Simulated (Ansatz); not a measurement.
BaTiO3, space group P4mm: an equation of state with a fit, run with the Python package of Ansatz (0.2.0).

The script, `batio3_eos.py`:
```python
"""Equation of state of BaTiO3."""

import warnings

import ansatz as az
import numpy as np
from pymatgen.analysis.eos import EOS

VECTORS = np.array([
    [3.9998, 0.0, 0.0],
    [0.0, 3.9998, 0.0],
    [0.0, 0.0, 4.018],
])
SITES = [
    ("Ba", (0.0, 0.0, 0.0)),
    ("Ti", (0.5, 0.5, 0.49)),
    ("O", (0.5, 0.5, 0.019)),
    ("O", (0.5, 0.0, 0.517)),
    ("O", (0.0, 0.5, 0.517)),
]


def crystal_on(cell):
    crystal = az.Crystal(lattice=az.Lattice.of(cell))
    for symbol, position in SITES:
        crystal = crystal.atom(symbol, position)
    return crystal

warnings.simplefilter("ignore", az.DeckWarning)

# scale the volume, keep shape and fractions
volumes, energies, pressures = [], [], []
for scale in np.linspace(0.88, 1.12, 7):
    cell = VECTORS * scale ** (1 / 3)
    job = (
        crystal_on(cell).calculation()
        .functional("pbe")
        .occupations("Fixed")
        .scf(tolerance=1e-10)
        .basis(500)
        .kpoints(6, 6, 6)
        .stress()
    )
    data = job.run().report
    volumes.append(abs(np.linalg.det(cell)) / len(SITES))
    energies.append(data["free_energy_ev"] / len(SITES))
    pressures.append(np.trace(data["stress_gpa"]) / 3)
    print(f"V = {volumes[-1]:8.4f} A^3/atom  F = {energies[-1]:.5f} eV/atom  P = {pressures[-1]:8.3f} GPa")

for form in ["murnaghan", "pourier_tarantola"]:
    fit = EOS(eos_name=form).fit(volumes, energies)
    print(f"{form:18s} V0 {fit.v0:8.4f} A^3/atom  B0 {fit.b0_GPa:7.1f} GPa  B1 {fit.b1:5.2f}")
```

From its runs, with one value withheld:

| V (Å³/atom) | F less the lowest row shown (meV/atom) |
| --- | --- |
| 11.314 | 148.63 |
| 11.828 | 67.02 |
| 12.342 | 19.72 |
| 12.856 | 0.00 |
| 13.371 | 2.47 |
| 13.885 | 22.79 |
| 14.399 | ? |

What is the missing energy at 14.399 Å³ an atom?

A third-order Birch-Murnaghan fit, E = E0 + (9 V0 B0 / 16) [(t - 1)³ B' + (t - 1)² (6 - 4t)] with t = (V0/V)^(2/3), through the 6 rows shown gives V0 = 13.046 Å³, B0 = 161.2 GPa, B' = 4.46 and E0 = -1.42 meV. At V = 14.399 Å³, t = 0.93634, and the fit extrapolates to 57.55 meV. The run gave 57.47 meV, a miss of 0.08 meV.

Notes:
- No spin polarisation was allowed.
- Shape and fractional positions are held along the curve, so the bulk modulus is an upper value where they are free to relax.
- Of the deposited cell: the entry's cell lengths or inner coordinates differ somewhat from later room-temperature determinations.
- Pressure is positive in compression.
- The starting cell is as deposited in a crystallographic database; the results hold for this polymorph, which needn't be the stable one.
- Finished in 66 s on 1 thread of Arm Neoverse V1, with other jobs on the host, peak memory 0.52 GiB.
